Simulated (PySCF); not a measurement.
# A gas-phase reaction: H2O3W + ClH → ClHO3W + H2

Aim: the reaction energy of `[O]=[WH](=[O])[OH]` + `Cl` → `[O]=[W](=[O])([OH])[Cl]` + `[H][H]`.

Programs: PySCF 2.14.0. All values are calculated, for the isolated system unless a continuum is named. Atoms count from 0, parts from 1.

## (1) Starting point

Each species was relaxed by itself at PBE0-D3(BJ)/def2-SVPD.

## (2) Reaction energy: wB97M-D3(BJ)/def2-TZVPD

The job: settings as JSON, then the geometry in Å.

```
{"job": {"kind": "react", "xc": "wB97M-D3(BJ)", "basis": "def2-TZVPD"}, "charge": 0, "multiplicity": 1}
-1 H2O3W charge 0 multiplicity 1
O     -1.063190     1.192090     0.908290
W     -0.404920    -0.041070    -0.063720
O     -1.158760    -0.009190    -1.591420
O      1.474330    -0.092050    -0.159910
H     -1.011620    -1.484770     0.653850
H      2.164240     0.434920     0.252890

-1 ClH charge 0 multiplicity 1
Cl     0.644670     0.008140     0.003840
H     -0.643440    -0.006980    -0.003040

+1 ClHO3W charge 0 multiplicity 1
O      1.714520    -0.674880     0.211500
W      0.049850    -0.403200    -0.000890
O     -0.695330    -0.981700     1.413650
O     -0.268900     1.431930    -0.176620
Cl    -0.698290    -1.581420    -1.809100
H     -0.101970     2.209380     0.361430

+1 H2 charge 0 multiplicity 1
H      0.380020     0.012830     0.007000
H     -0.380020    -0.012830    -0.007000
```

Method: wB97M-D3(BJ)/def2-TZVPD reaction energy of separated species, gas phase.

The run is started by

```bash
OMP_NUM_THREADS=1 python cluster_run.py task.json out
```

This one command runs all jobs of the session in turn.

Standard output:

```text
species 1 (H2O3W)
coarse grid: 29424 points
cycle   1  E = -293.6227706336  dE = -2.214e+01  |g| = 1.782e+00  |ddm| = 1.559e+01
cycle   2  E = -290.9211911290  dE =  2.702e+00  |g| = 4.286e+00  |ddm| = 3.336e+00
cycle   3  E = -294.1804234531  dE = -3.259e+00  |g| = 4.211e-01  |ddm| = 2.346e+00
cycle   4  E = -294.2005769102  dE = -2.015e-02  |g| = 2.565e-01  |ddm| = 3.144e-01
cycle   5  E = -294.2112775282  dE = -1.070e-02  |g| = 3.410e-02  |ddm| = 1.218e-01
cycle   6  E = -294.2115425044  dE = -2.650e-04  |g| = 1.025e-02  |ddm| = 3.171e-02
cycle   7  E = -294.2115625001  dE = -2.000e-05  |g| = 8.347e-03  |ddm| = 1.189e-02
cycle   8  E = -294.2115777095  dE = -1.521e-05  |g| = 1.820e-03  |ddm| = 5.778e-03
cycle   9  E = -294.2115797334  dE = -2.024e-06  |g| = 5.950e-04  |ddm| = 2.958e-03
final grid: 59960 points
cycle  10  E = -294.2113435290  dE = -3.296e-07  |g| = 4.480e-04  |ddm| = 1.592e-03
cycle  11  E = -294.2113435777  dE = -4.866e-08  |g| = 4.749e-04  |ddm| = 6.882e-04
cycle  12  E = -294.2113436206  dE = -4.291e-08  |g| = 1.928e-04  |ddm| = 3.275e-04
cycle  13  E = -294.2113436327  dE = -1.212e-08  |g| = 7.277e-05  |ddm| = 1.529e-04
cycle  14  E = -294.2113436392  dE = -6.502e-09  |g| = 2.155e-05  |ddm| = 2.073e-04
cycle  15  E = -294.2113436393  dE = -1.103e-10  |g| = 1.271e-05  |ddm| = 2.470e-05
converged SCF energy = -294.2113436393

species 2 (ClH)
coarse grid: 8792 points
cycle   1  E = -460.8503332608  dE = -8.165e-02  |g| = 2.169e-01  |ddm| = 7.239e-01
cycle   2  E = -460.8625127757  dE = -1.218e-02  |g| = 1.397e-01  |ddm| = 2.651e-01
cycle   3  E = -460.8670521698  dE = -4.539e-03  |g| = 1.358e-02  |ddm| = 9.818e-02
cycle   4  E = -460.8670932529  dE = -4.108e-05  |g| = 3.364e-03  |ddm| = 9.545e-03
cycle   5  E = -460.8670995014  dE = -6.248e-06  |g| = 8.516e-04  |ddm| = 3.915e-03
final grid: 17120 points
cycle   6  E = -460.8670682219  dE = -3.715e-07  |g| = 3.676e-04  |ddm| = 8.891e-04
cycle   7  E = -460.8670682681  dE = -4.627e-08  |g| = 1.618e-04  |ddm| = 3.981e-04
cycle   8  E = -460.8670682747  dE = -6.576e-09  |g| = 4.221e-05  |ddm| = 1.295e-04
cycle   9  E = -460.8670682760  dE = -1.312e-09  |g| = 3.973e-06  |ddm| = 6.531e-05
cycle  10  E = -460.8670682760  dE = -3.979e-12  |g| = 8.165e-07  |ddm| = 3.312e-06
converged SCF energy = -460.8670682760

species 3 (ClHO3W)
coarse grid: 33264 points
cycle   1  E = -753.2988636809  dE = -2.237e+01  |g| = 1.857e+00  |ddm| = 1.580e+01
cycle   2  E = -750.0192860556  dE =  3.280e+00  |g| = 4.691e+00  |ddm| = 3.640e+00
cycle   3  E = -753.9065813966  dE = -3.887e+00  |g| = 4.698e-01  |ddm| = 2.579e+00
cycle   4  E = -753.9311303465  dE = -2.455e-02  |g| = 2.895e-01  |ddm| = 3.615e-01
cycle   5  E = -753.9446756324  dE = -1.355e-02  |g| = 3.776e-02  |ddm| = 1.382e-01
cycle   6  E = -753.9449724803  dE = -2.968e-04  |g| = 8.941e-03  |ddm| = 3.385e-02
cycle   7  E = -753.9449947794  dE = -2.230e-05  |g| = 1.997e-03  |ddm| = 9.948e-03
cycle   8  E = -753.9449972730  dE = -2.494e-06  |g| = 1.091e-03  |ddm| = 3.769e-03
final grid: 66336 points
cycle   9  E = -753.9447932272  dE = -4.404e-07  |g| = 1.180e-03  |ddm| = 2.711e-03
cycle  10  E = -753.9447928360  dE =  3.913e-07  |g| = 2.036e-03  |ddm| = 1.801e-03
cycle  11  E = -753.9447935804  dE = -7.444e-07  |g| = 2.799e-04  |ddm| = 1.104e-03
cycle  12  E = -753.9447936026  dE = -2.221e-08  |g| = 9.264e-05  |ddm| = 2.354e-04
cycle  13  E = -753.9447936128  dE = -1.022e-08  |g| = 8.672e-05  |ddm| = 2.831e-04
cycle  14  E = -753.9447936145  dE = -1.702e-09  |g| = 1.757e-05  |ddm| = 7.476e-05
cycle  15  E = -753.9447936146  dE = -9.027e-11  |g| = 7.670e-06  |ddm| = 1.650e-05
converged SCF energy = -753.9447936146

species 4 (H2)
coarse grid: 4944 points
cycle   1  E = -1.1694183924  dE = -2.751e-01  |g| = 9.864e-03  |ddm| = 4.504e-01
cycle   2  E = -1.1694526345  dE = -3.424e-05  |g| = 1.161e-03  |ddm| = 9.676e-03
cycle   3  E = -1.1694533167  dE = -6.822e-07  |g| = 1.815e-04  |ddm| = 1.918e-03
final grid: 10744 points
cycle   4  E = -1.1694520507  dE = -2.404e-08  |g| = 4.112e-05  |ddm| = 3.868e-04
cycle   5  E = -1.1694520520  dE = -1.268e-09  |g| = 9.623e-06  |ddm| = 9.170e-05
cycle   6  E = -1.1694520521  dE = -7.518e-11  |g| = 3.020e-07  |ddm| = 2.870e-05
converged SCF energy = -1.1694520521

Reaction energy = -23.011 kcal/mol
```

Run time: 61 s. Hardware: 1 thread of Arm Neoverse N1, shared host; peak memory 0.79 GiB.

Species by species (with the dispersion term, which the log's SCF energies lack):

| ν | species | energy (Eh) | HOMO (eV) |
| --- | --- | --- | --- |
| -1 | [O]=[WH](=[O])[OH] | -294.21579 | -11.67 |
| -1 | Cl | -460.86761 | -11.93 |
| +1 | [O]=[W](=[O])([OH])[Cl] | -753.95041 | -11.74 |
| +1 | [H][H] | -1.16967 | -14.48 |

## (3) Reaction energy: PBE0-D3(BJ)/def2-TZVPD

The job, as its differences from that of step 2:

```diff
@@ -1,2 +1,2 @@
-{"job": {"kind": "react", "xc": "wB97M-D3(BJ)", "basis": "def2-TZVPD"}, "charge": 0, "multiplicity": 1}
+{"job": {"kind": "react", "xc": "PBE0", "basis": "def2-TZVPD", "disp": "d3bj"}, "charge": 0, "multiplicity": 1}
 -1 H2O3W charge 0 multiplicity 1
```

Method: PBE0-D3(BJ)/def2-TZVPD reaction energy of separated species, gas phase.

Standard output:

```text
species 1 (H2O3W)
coarse grid: 29424 points
cycle   1  E = -293.2589063227  dE = -2.163e+01  |g| = 1.921e+00  |ddm| = 1.556e+01
cycle   2  E = -285.5496337067  dE =  7.709e+00  |g| = 6.116e+00  |ddm| = 4.362e+00
cycle   3  E = -293.7944556690  dE = -8.245e+00  |g| = 9.299e-01  |ddm| = 3.631e+00
cycle   4  E = -293.8854530370  dE = -9.100e-02  |g| = 6.642e-01  |ddm| = 7.855e-01
cycle   5  E = -293.9621105105  dE = -7.666e-02  |g| = 9.378e-02  |ddm| = 3.102e-01
cycle   6  E = -293.9628409761  dE = -7.305e-04  |g| = 7.821e-02  |ddm| = 8.647e-02
cycle   7  E = -293.9638468666  dE = -1.006e-03  |g| = 3.142e-02  |ddm| = 4.729e-02
cycle   8  E = -293.9640337512  dE = -1.869e-04  |g| = 4.336e-03  |ddm| = 1.791e-02
cycle   9  E = -293.9640375148  dE = -3.764e-06  |g| = 1.645e-03  |ddm| = 3.924e-03
final grid: 59960 points
cycle  10  E = -293.9640219811  dE =  1.279e-06  |g| = 3.229e-03  |ddm| = 3.166e-03
cycle  11  E = -293.9640091347  dE =  1.285e-05  |g| = 8.982e-03  |ddm| = 6.036e-03
cycle  12  E = -293.9640236952  dE = -1.456e-05  |g| = 9.992e-04  |ddm| = 4.746e-03
cycle  13  E = -293.9640238957  dE = -2.004e-07  |g| = 1.232e-04  |ddm| = 6.967e-04
cycle  14  E = -293.9640238984  dE = -2.703e-09  |g| = 1.497e-05  |ddm| = 6.932e-05
cycle  15  E = -293.9640238984  dE = -4.320e-11  |g| = 7.653e-06  |ddm| = 1.330e-05
converged SCF energy = -293.9640238984

species 2 (ClH)
coarse grid: 2248 points
cycle   1  E = -460.6537839642  dE = -4.644e-02  |g| = 1.882e-01  |ddm| = 7.411e-01
cycle   2  E = -460.6558527265  dE = -2.069e-03  |g| = 1.902e-01  |ddm| = 3.151e-01
cycle   3  E = -460.6653814570  dE = -9.529e-03  |g| = 1.506e-02  |ddm| = 1.513e-01
cycle   4  E = -460.6654035141  dE = -2.206e-05  |g| = 2.693e-03  |ddm| = 7.323e-03
cycle   5  E = -460.6654050620  dE = -1.548e-06  |g| = 1.111e-03  |ddm| = 2.553e-03
final grid: 17120 points
cycle   6  E = -460.6658903340  dE = -4.429e-06  |g| = 2.164e-03  |ddm| = 7.337e-03
cycle   7  E = -460.6658903635  dE = -2.950e-08  |g| = 1.795e-03  |ddm| = 2.512e-03
cycle   8  E = -460.6658909812  dE = -6.177e-07  |g| = 1.533e-04  |ddm| = 1.363e-03
cycle   9  E = -460.6658909881  dE = -6.903e-09  |g| = 2.147e-05  |ddm| = 1.086e-04
cycle  10  E = -460.6658909882  dE = -1.007e-10  |g| = 4.934e-06  |ddm| = 1.681e-05
converged SCF energy = -460.6658909882

species 3 (ClHO3W)
coarse grid: 33264 points
cycle   1  E = -752.7478632212  dE = -2.187e+01  |g| = 1.978e+00  |ddm| = 1.578e+01
cycle   2  E = -744.4590948525  dE =  8.289e+00  |g| = 6.326e+00  |ddm| = 4.633e+00
cycle   3  E = -753.3120906372  dE = -8.853e+00  |g| = 9.813e-01  |ddm| = 3.843e+00
cycle   4  E = -753.4144458975  dE = -1.024e-01  |g| = 6.990e-01  |ddm| = 8.713e-01
cycle   5  E = -753.4996043838  dE = -8.516e-02  |g| = 9.695e-02  |ddm| = 3.431e-01
cycle   6  E = -753.5013370302  dE = -1.733e-03  |g| = 3.807e-02  |ddm| = 7.946e-02
cycle   7  E = -753.5016172537  dE = -2.802e-04  |g| = 9.674e-03  |ddm| = 2.461e-02
cycle   8  E = -753.5016323825  dE = -1.513e-05  |g| = 5.770e-03  |ddm| = 8.306e-03
cycle   9  E = -753.5016366856  dE = -4.303e-06  |g| = 3.282e-03  |ddm| = 4.046e-03
cycle  10  E = -753.5016386549  dE = -1.969e-06  |g| = 8.015e-04  |ddm| = 2.150e-03
final grid: 66336 points
cycle  11  E = -753.5016863411  dE =  3.675e-07  |g| = 1.726e-03  |ddm| = 2.306e-03
cycle  12  E = -753.5016825421  dE =  3.799e-06  |g| = 4.783e-03  |ddm| = 3.477e-03
cycle  13  E = -753.5016868560  dE = -4.314e-06  |g| = 5.896e-04  |ddm| = 2.577e-03
cycle  14  E = -753.5016869320  dE = -7.599e-08  |g| = 4.605e-05  |ddm| = 4.270e-04
cycle  15  E = -753.5016869324  dE = -3.474e-10  |g| = 2.402e-05  |ddm| = 3.241e-05
converged SCF energy = -753.5016869324

species 4 (H2)
coarse grid: 1240 points
cycle   1  E = -1.1670623464  dE = -2.327e-01  |g| = 2.266e-02  |ddm| = 4.588e-01
cycle   2  E = -1.1672497921  dE = -1.874e-04  |g| = 3.233e-03  |ddm| = 1.896e-02
cycle   3  E = -1.1672542482  dE = -4.456e-06  |g| = 9.769e-05  |ddm| = 2.761e-03
final grid: 10744 points
cycle   4  E = -1.1681371463  dE = -1.926e-06  |g| = 2.737e-04  |ddm| = 1.568e-03
cycle   5  E = -1.1681371745  dE = -2.823e-08  |g| = 3.986e-05  |ddm| = 2.445e-04
cycle   6  E = -1.1681371751  dE = -6.307e-10  |g| = 1.257e-06  |ddm| = 3.100e-05
converged SCF energy = -1.1681371751

Reaction energy = -25.873 kcal/mol
```

Wall time 33 s (1 thread of Arm Neoverse N1, shared host); peak memory 0.66 GiB.

Reaction energy at this level: -25.87 kcal/mol.

## (4) Comparing the runs

Energies in kcal/mol, with wall time:

| run | reaction | time |
| --- | --- | --- |
| wB97M-D3(BJ)/def2-TZVPD | -23.01 | 61 s |
| PBE0-D3(BJ)/def2-TZVPD | -25.87 | 33 s |

## (5) Outcome

```
                                                quantity                      value
               reaction energy (wB97M-D3(BJ)/def2-TZVPD)            -23.01 kcal/mol
                     ΔH, ΔG at 298 K (xTB thermal terms)      -23.7, -22.2 kcal/mol
range of the reaction energy over the runs of this table  -25.87 to -23.01 kcal/mol
```

**Reading.** The reaction is exothermic by 23.7 kcal/mol in the gas phase; dispersion gives -0.52, and xTB itself gave 13.59 for the electronic energy (xTB energies and thermal terms come from the earlier relaxation of each species, not shown). No barrier was sought. xTB and this level differ widely in the electronic energy, so what comes from xTB (the thermal terms above all) is less safe here. The reaction energy runs from -25.87 (PBE0-D3(BJ)/def2-TZVPD) to -23.01 kcal/mol (wB97M-D3(BJ)/def2-TZVPD).
